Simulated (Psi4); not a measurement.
**CsBr (SMILES [Br][Cs]): B2PLYP/def2-TZVPP (core potential, density fitting for correlation)**

Aim: the energy change on altering one bond length of CsBr at B2PLYP/def2-TZVPP (core potential, density fitting for correlation), from 2 runs. 

The calculation is run with Psi4 1.11.

2 further runs of the same task are left out: 1 that didn't finish, 1 set aside as unsound or not needed.

**1. The structure to begin with**

CsBr: 2 atoms, total charge 0, spin state singlet. SMILES: `[Br][Cs]`. The bond length is the measured one.

Bond lengths: Br1–Cs2 3.072 Å.

**2. A single-point energy at B2PLYP/def2-TZVPP (core potential, density fitting for correlation)**

File brcs.xyz:

```xyz
2
BrCs
Br     0.000000     0.000000     0.000000
Cs     0.000000     0.000000     3.072251
```

File brcs.py:

```python
import psi4

psi4.set_memory(1600000000)
psi4.set_num_threads(1)
psi4.set_output_file('brcs.out', False)

with open('brcs.xyz') as f:
    atoms = ''.join(f.readlines()[2:])
molecule = psi4.geometry('0 1\n' + atoms + 'symmetry c1\nno_reorient\nno_com')

psi4.set_options({
    'reference': 'rks',
    'puream': True,
    'e_convergence': 1e-09,
    'd_convergence': 1e-08,
    'scf_type': 'pk',
    'dft_radial_points': 99,
    'dft_spherical_points': 590,
    'num_frozen_docc': 9,
})

result, w = psi4.energy("b2plyp/def2-TZVPP", return_wfn=True)
print(f'total energy {result:.8f} hartree = {result * 27.211386:.5f} eV')
```

The run is started by

```
$ python brcs.py
```

brcs.out:

```text
[...]
    !!!  WARNING: ECP capability is in beta. Please check occupations closely.  !!!
[...]
  Running in c1 symmetry.
[...]
  Nuclear repulsion =   54.256901978728301
[...]
  Multiplicity = 1
[...]
  Nalpha       = 22
  Nbeta        = 22
[...]
    Number of basis functions: 84
[...]
   @RKS iter   1: -2593.42652654821404   -1.82326e+00   1.75180e-02 ADIIS/DIIS
[...]
   @RKS iter  10: -2593.81225597894309   -9.36780e-11   5.32837e-09 DIIS
[...]
    Orbital Energies [Eh]
    ---------------------
    Doubly Occupied:
       1A   -485.721990     2A    -63.474711     3A    -57.096703
       4A    -57.096703     5A    -57.096665     6A     -9.036248
       7A     -6.769443     8A     -6.769369     9A     -6.769369
      10A     -2.729688    11A     -2.729622    12A     -2.729622
      13A     -2.729567    14A     -2.729560    15A     -1.168514
      16A     -0.736861    17A     -0.600143    18A     -0.600143
      19A     -0.591049    20A     -0.249992    21A     -0.245977
      22A     -0.245977
[...]
  @RKS Final Energy: -2593.81225597894309
   => Energetics <=
    Nuclear Repulsion Energy =             54.2569019787283011
    One-Electron Energy =               -3728.6467976550675303
    Two-Electron Energy =                1125.5451966760560936
    DFT Exchange-Correlation Energy =     -44.9675569786603759
    Empirical Dispersion Energy =           0.0000000000000000
    VV10 Nonlocal Energy =                  0.0000000000000000
    Total Energy =                      -2593.8122559789435400
[...]
 Multipole Moments:
 ------------------------------------------------------------------------------------
     Multipole            Electronic (a.u.)      Nuclear  (a.u.)        Total (a.u.)
 ------------------------------------------------------------------------------------
 L = 1.  Multiply by 2.5417464519 to convert [e a0] to [Debye]
 Dipole X            :         -0.0000000            0.0000000           -0.0000000
 Dipole Y            :          0.0000000            0.0000000            0.0000000
 Dipole Z            :        -47.9131673           52.2514168            4.3382495
 Magnitude           :                                                    4.3382495
[...]
```

The script printed:

```text
total energy -2593.94659839 hartree = -70584.88215 eV
```

Run time: 11 s. Hardware: 1 thread of Intel Xeon at 2.50GHz (Skylake/Cascade Lake), shared host; peak memory 0.55 GiB.

**3. The distorted shape, same level**

File input.inp:

```
memory 1.6 GB

molecule {
  Br     0.00000000     0.00000000    -4.64466147
  Cs     0.00000000     0.00000000     5.80571298
  units bohr
  symmetry c1
}

set {
  basis def2-TZVPP
  reference rks
  puream true
  e_convergence 1e-09
  d_convergence 1e-08
  scf_type pk
  dft_radial_points 99
  dft_spherical_points 590
  num_frozen_docc 9
}

result = energy("b2plyp")
```

The run is started by

```
$ psi4 input.inp input.out -n 1
```

input.out:

```text
[...]
    !!!  WARNING: ECP capability is in beta. Please check occupations closely.  !!!
[...]
  Running in c1 symmetry.
[...]
  Nuclear repulsion =   30.142460589055741
[...]
  Multiplicity = 1
[...]
  Nalpha       = 22
  Nbeta        = 22
[...]
    Number of basis functions: 84
[...]
   @RKS iter   1: -2593.33921207962658   -1.89086e+00   1.77280e-02 ADIIS/DIIS
[...]
   @RKS iter  13: -2593.74905045624473   -1.63709e-11   2.63200e-09 DIIS
[...]
    Orbital Energies [Eh]
    ---------------------
    Doubly Occupied:
       1A   -485.647964     2A    -63.400545     3A    -57.022725
       4A    -57.022438     5A    -57.022438     6A     -8.961977
       7A     -6.695748     8A     -6.694780     9A     -6.694780
      10A     -2.655907    11A     -2.655606    12A     -2.655606
      13A     -2.654703    14A     -2.654702    15A     -1.255509
      16A     -0.683436    17A     -0.683436    18A     -0.680828
      19A     -0.652188    20A     -0.171564    21A     -0.169619
      22A     -0.169619
[...]
  @RKS Final Energy: -2593.74905045624473
   => Energetics <=
    Nuclear Repulsion Energy =             30.1424605890557409
    One-Electron Energy =               -3682.3291051822434383
    Two-Electron Energy =                1103.3833756314356833
    DFT Exchange-Correlation Energy =     -44.9457814944929623
    Empirical Dispersion Energy =           0.0000000000000000
    VV10 Nonlocal Energy =                  0.0000000000000000
    Total Energy =                      -2593.7490504562451861
[...]
 Multipole Moments:
 ------------------------------------------------------------------------------------
     Multipole            Electronic (a.u.)      Nuclear  (a.u.)        Total (a.u.)
 ------------------------------------------------------------------------------------
 L = 1.  Multiply by 2.5417464519 to convert [e a0] to [Debye]
 Dipole X            :          0.0000000            0.0000000            0.0000000
 Dipole Y            :          0.0000000            0.0000000            0.0000000
 Dipole Z            :        204.0588347         -194.4511301            9.6077046
 Magnitude           :                                                    9.6077046
[...]
```

Run time: 11 s. Hardware: 1 thread of Intel Xeon at 2.50GHz (Skylake/Cascade Lake), shared host; peak memory 0.52 GiB.

**4. Results**

At B2PLYP/def2-TZVPP (core potential, density fitting for correlation), 9 core orbitals frozen:

| quantity | value |
| --- | --- |
| first shape: total energy | -2593.94660 Eh |
| first shape: HOMO energy (SCF part's orbitals) | -6.69 eV |
| first shape: LUMO energy (SCF part's orbitals) | -0.81 eV |
| first shape: HOMO–LUMO gap (SCF part's orbitals) | 5.88 eV |
| distorted shape: total energy | -2593.88064 Eh |
| distorted shape: HOMO energy (SCF part's orbitals) | -4.62 eV |
| distorted shape: LUMO energy (SCF part's orbitals) | -2.03 eV |
| distorted shape: HOMO–LUMO gap (SCF part's orbitals) | 2.59 eV |
| energy change with the Br1–Cs2 bond stretched from 3.072 to 5.530 Å | 1.795 eV |

With the Br1–Cs2 bond stretched from 3.072 to 5.530 Å the energy rises by 1.79 eV (173 kJ/mol). The first shape isn't relaxed at this level, so the change isn't measured from a minimum.
